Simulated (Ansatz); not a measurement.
A run of Ansatz 0.2.0 is set up as follows.

Contents of input.yaml:

```yaml
crystal:
  lattice:
    - [-2.040953, 2.040953, 6.08708]
    - [2.040953, -2.040953, 6.08708]
    - [2.040953, 2.040953, -6.08708]
  atoms:
    - { symbol: Cd, position: [0.5, 0.5, 0.0] }
    - { symbol: Cd, position: [0.25, 0.75, 0.5] }
    - { symbol: Cd, position: [0.75, 0.25, 0.5] }
    - { symbol: Se, position: [0.0, 0.0, 0.0] }
kpoints:
  mp_grid: { grid: [9, 9, 9] }
  band_path:
    path:
      - [0.0, 0.0, 0.0]
      - [-0.5, 0.5, 0.0]
      - [-0.5, 0.5, -0.0562105704]
      - [-0.2781052852, 0.2781052852, -0.2781052852]
      - [0.0, 0.0, 0.0]
      - [0.5, 0.5, -0.5]
      - [0.2781052852, 0.7218947148, -0.7218947148]
      - [0.0, 0.5, -0.5]
    npoints: 12
scf:
  occupations: { method: fermi_dirac, width: 0.05 }
hamiltonian:
  xc: pbesol
  pseudopotentials: { kind: all_electron, lapw: { basis_error: 0.002 } }
output:
  forces: true
  stress: true
  eigenvalues: true
```

Potentials or basis: all-electron LAPW, scalar-relativistic.

Run with:

```console
$ ansatz run input.yaml --threads 2 --pin off --max-ram 8192MiB --backend cpu --events-out ev --progress --plain --runs-dir out
```

(1) Estimate the pressure.

(2) Estimate the band gap along the path.

## Answers

(1) -3.7 GPa.

(2) none (metal or under the smearing width).
